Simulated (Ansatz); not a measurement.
# H5NOSiSn: the cost of one run

Method: RKS B3LYP-D4/def2-SVP, in Ansatz 0.2.0.

**1. The starting structure**

Bond lengths: N1–Si2 1.755 Å, Si2–O3 1.672 Å, Si2–Sn4 2.554 Å, O3–Sn4 2.040 Å, N1–H5 1.020 Å, N1–H6 1.108 Å, Si2–H7 1.442 Å, Sn4–H8 1.748 Å, Sn4–H9 1.690 Å. Angles (14 of 16 angles, heavy atoms first): N1–Si2–O3 108.5°, N1–Si2–Sn4 111.5°, O3–Si2–Sn4 52.9°, Si2–O3–Sn4 86.3°, Si2–Sn4–O3 40.8°, N1–Si2–H7 120.7°, O3–Si2–H7 109.7°, Sn4–Si2–H7 127.6°, Si2–N1–H5 110.6°, Si2–N1–H6 106.9°, Si2–Sn4–H8 115.8°, Si2–Sn4–H9 117.2°, O3–Sn4–H8 107.4°, O3–Sn4–H9 109.5°.

Structure file:

```xyz
9

N    -0.6502    1.7186    0.3682
Si   -0.9172   -0.0140    0.2851
O     0.2543   -0.7759    1.2034
Sn    1.1531   -1.2423   -0.5679
H     0.2708    1.9586    0.0011
H    -1.3535    2.1879   -0.3486
H    -2.2113   -0.5741    0.5863
H     0.9697   -2.9639   -0.8103
H     2.5728   -0.3413   -0.7344
```

**2. End point A**

input.yaml

```yaml
crystal:
  periodic: [false, false, false]
  atoms:
    - { symbol: "N", position_ang: [-0.6502, 1.7186, 0.3682] }
    - { symbol: Si, position_ang: [-0.9172, -0.014, 0.2851] }
    - { symbol: O, position_ang: [0.2543, -0.7759, 1.2034] }
    - { symbol: Sn, position_ang: [1.1531, -1.2423, -0.5679] }
    - { symbol: H, position_ang: [0.2708, 1.9586, 0.0011] }
    - { symbol: H, position_ang: [-1.3535, 2.1879, -0.3486] }
    - { symbol: H, position_ang: [-2.2113, -0.5741, 0.5863] }
    - { symbol: H, position_ang: [0.9697, -2.9639, -0.8103] }
    - { symbol: H, position_ang: [2.5728, -0.3413, -0.7344] }
basis:
  gaussian: { orbitals: def2-SVP }
hamiltonian:
  xc: b3lyp
  dispersion: d4
relax:
  f_tol: 0.015
  max_steps: 40
output:
  orbitals: {}
```

Started as:

```console
ansatz run input.yaml --threads 2 --pin off --max-ram 3072MiB --backend cpu --events-out ev --progress --plain --runs-dir out
```

**Question.** How long does this run take on 2 threads of Arm Neoverse V1, shared host, and how much memory does it need?

About 41 s, with a peak of 0.22 GiB.
